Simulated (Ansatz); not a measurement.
# CH4AlSe: the cost of one run

Program: Ansatz 0.2.0, Gaussian basis. Level of theory: the settings change from run to run. These are calculated values, not measurements.

**1. The relaxed structure**

An earlier PBE0-D4 in a triple-zeta def2 set relaxation fixed the geometry.

SMILES `[CH3][Al][SeH]`, 7 atoms, charge 0, spin multiplicity 2.

Atoms are counted from 1 here; the program's logs count them from 0.

Bond lengths: C1–Al2 1.965 Å, C1–H4 1.095 Å, C1–H5 1.095 Å, C1–H6 1.091 Å, Al2–Se3 2.344 Å, Se3–H7 1.468 Å. Angles: Al2–C1–H4 109.3°, Al2–C1–H5 109.8°, Al2–C1–H6 112.9°, H4–C1–H5 107.8°, H4–C1–H6 108.2°, H5–C1–H6 108.6°, C1–Al2–Se3 114.9°, Al2–Se3–H7 93.0°.

**2. HF/ANO-RCC-VTZP**

Set apart from the defaults: coordinates scaled by 1.12.

The input, in.yaml:

```yaml
crystal:
  periodic: [false, false, false]
  atoms:
    - {symbol: C, position_ang: [-1.303960, 0.419917, -0.353785]}
    - {symbol: Al, position_ang: [0.190030, -0.661240, 0.848320]}
    - {symbol: Se, position_ang: [2.673712, -0.376049, 0.045986]}
    - {symbol: H, position_ang: [-1.396151, -0.108571, -1.456759]}
    - {symbol: H, position_ang: [-0.942175, 1.579008, -0.522602]}
    - {symbol: H, position_ang: [-2.413075, 0.427544, 0.159709]}
    - {symbol: H, position_ang: [3.260274, -1.356881, 1.227835]}
basis:
  gaussian: {orbitals: ANO-RCC-VTZP}
magnetization: {spin_polarized: true, initial_magnetization: 1}
hamiltonian: {xc: {name: HF}}
output: {forces: true}
```

Started as:

```
$ ansatz run in.yaml --threads 4 --pin off --events-out ev --progress --plain --max-ram 10444MiB
```

Q: Estimate wall time and peak memory on 4 threads of Arm Neoverse V1, shared host.

About 9 s, with a peak of 0.57 GiB.
